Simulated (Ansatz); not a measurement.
**ZrSeTe: the cell at several levels of theory**

One table from this session's results is given with a row withheld; the runs are named, their logs left out.

The runs shown are made with Ansatz 0.2.0. PAW datasets, plane waves, zero pressure. All values are calculated for a non-magnetic cell, which may be hypothetical.

### The structure to begin with

The sheet's in-plane cell has a = 4.483 Å, b = 4.483 Å (γ = 120.0°), and its outermost atoms lie 3.64 Å apart along the normal. Around Zr lie 3 Te at 3.16 Å and 3 Se at 3.16 Å; around Se lie 3 Zr at 3.16 Å; around Te lie 3 Zr at 3.16 Å.

Coordinates:

```
CELL_PARAMETERS angstrom
4.48291 0.00000 0.00000
-2.24146 3.88232 0.00000
0.00000 0.00000 18.00000
ATOMIC_POSITIONS crystal
Zr 0.00000 0.00000 0.50000
Se 0.33333 0.66667 0.60120
Te 0.66667 0.33333 0.39880
```
Periodic in the plane only; c spans the vacuum.

The first run:

Contents of input.yaml:

```yaml
crystal:
  lattice:
    - [4.48291373, 0.0, 0.0]
    - [-2.241456865, 3.8823171732, 0.0]
    - [0.0, 0.0, 18.0]
  atoms:
    - { symbol: Zr, position: [0.0, 0.0, 0.5] }
    - { symbol: Se, position: [0.3333333333, 0.6666666667, 0.6011987959] }
    - { symbol: Te, position: [0.6666666667, 0.3333333333, 0.3988012041] }
  periodic: [true, true, false]
kpoints:
  mp_grid: { grid: [6, 6, 1] }
hamiltonian:
  xc: pbe
scf:
  occupations: { method: fermi_dirac, width: 0.02 }
relax:
  f_tol: 0.005
  cell: {}
```

Among the steps run: PBE: cell and atoms; r2SCAN: cell and atoms; PBEsol: cell and atoms; Relaxation with LDA; HSE06: cell and atoms.

One of the session's tables, all rows but one given; the rest of the session is left out.

```
 level  a (Å)  area (Å²/atom)
   PBE      ?               ?
r2SCAN  3.922           4.441
PBEsol  3.815           4.202
   LDA  3.763           4.087
 HSE06  3.911           4.415
```

Q: Estimate the row for PBE from the others.

As computed: a (Å): 3.870; area (Å²/atom): 4.323. In the column «a (Å)» it lies between PBEsol (3.815) and HSE06 (3.911).

What this shows: From the start to the first minimum the area moved by -25.5 %. LDA gives the smallest cell and r2SCAN the largest; they differ by 8.6 % in area, a mean of 4.2 % in length. LDA's area lies 5.5 % below PBE's. The meshes differ: PBE 6×6×1, r2SCAN 12×12×1, PBEsol 12×12×1, LDA 12×12×1, HSE06 6×6×1.

To keep in mind: Warnings in the runs' records: band table not solved further, slab cell height set.
